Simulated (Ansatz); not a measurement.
# BH5S2Si: small, medium and large basis sets

One table from this session's results is given with a row withheld; the runs are named, their logs left out.

Computed with Ansatz 0.2.0, Gaussian basis. Level: one geometry, several basis sets.

The runs, in order: PBE0-D4/def2-SVP; ωB97M-V/def2-SVP; PBE0-D4/def2-QZVPP; ωB97M-V/def2-QZVPP; the functionals' def2-TZVPP values are taken from earlier runs.

## The relaxed structure

All runs share one geometry, relaxed beforehand with PBE0-D4 in a triple-zeta def2 set.

9 atoms, charge 0, spin multiplicity 1.

Atoms are counted from 1 here; the program's logs count them from 0.

Bond lengths: Si1–B2 2.008 Å, Si1–H5 1.492 Å, Si1–H6 1.493 Å, Si1–H7 1.491 Å, B2–S3 1.903 Å, B2–S4 1.976 Å, B2–H8 1.196 Å, S3–S4 2.045 Å, S4–H9 1.352 Å. Angles: B2–Si1–H5 112.9°, B2–Si1–H6 110.6°, B2–Si1–H7 110.6°, H5–Si1–H6 107.6°, H5–Si1–H7 107.5°, H6–Si1–H7 107.6°, Si1–B2–S3 116.9°, Si1–B2–S4 111.9°, Si1–B2–H8 123.4°, S3–B2–S4 63.6°, S3–B2–H8 115.2°, S4–B2–H8 109.9°, B2–S3–S4 59.9°, B2–S4–S3 56.4°, B2–S4–H9 98.3°, S3–S4–H9 100.4°.

The first run:

File in.yaml:

```yaml
crystal:
  periodic: [false, false, false]
  atoms:
    - {symbol: Si, position_ang: [0.397717, 0.595718, -1.256648]}
    - {symbol: B, position_ang: [-0.168274, -0.662911, 0.201510]}
    - {symbol: S, position_ang: [1.075846, -0.963279, 1.609461]}
    - {symbol: S, position_ang: [-0.516759, 0.287017, 1.898850]}
    - {symbol: H, position_ang: [-0.747960, 1.083482, -2.077881]}
    - {symbol: H, position_ang: [1.081852, 1.790946, -0.680940]}
    - {symbol: H, position_ang: [1.358469, -0.071479, -2.181111]}
    - {symbol: H, position_ang: [-0.978353, -1.529075, 0.045031]}
    - {symbol: H, position_ang: [-1.414039, -0.576819, 2.424626]}
basis:
  gaussian: {orbitals: def2-SVP}
hamiltonian: {xc: pbe0, dispersion: d4}
output: {orbitals: {seedname: orbitals}}
```

Command:

```console
$ ansatz run in.yaml --threads 2 --pin off --events-out ev --progress --plain --max-ram 4352MiB
```

Steps of the session up to this table: PBE0-D4 in def2-SVP; ωB97M-V in def2-SVP; PBE0-D4 in def2-QZVPP; ωB97M-V in def2-QZVPP.

One of the session's tables, all rows but one given; the rest of the session is left out.

| functional | basis | HOMO (eV) | LUMO (eV) |
| --- | --- | --- | --- |
| PBE0-D4 | def2-SVP | -7.00 | -1.65 |
| PBE0-D4 | def2-TZVPP | -7.08 | -1.83 |
| PBE0-D4 | def2-QZVPP | ? | ? |
| ωB97M-V | def2-SVP | -9.10 | 0.63 |
| ωB97M-V | def2-TZVPP | -9.21 | 0.29 |
| ωB97M-V | def2-QZVPP | -9.24 | 0.11 |

Estimate the missing values for PBE0-D4, def2-QZVPP.

The run gave: HOMO (eV): -7.10; LUMO (eV): -1.90. In the column «HOMO (eV)» it lies between ωB97M-V, def2-SVP (-9.10) and PBE0-D4, def2-TZVPP (-7.08).
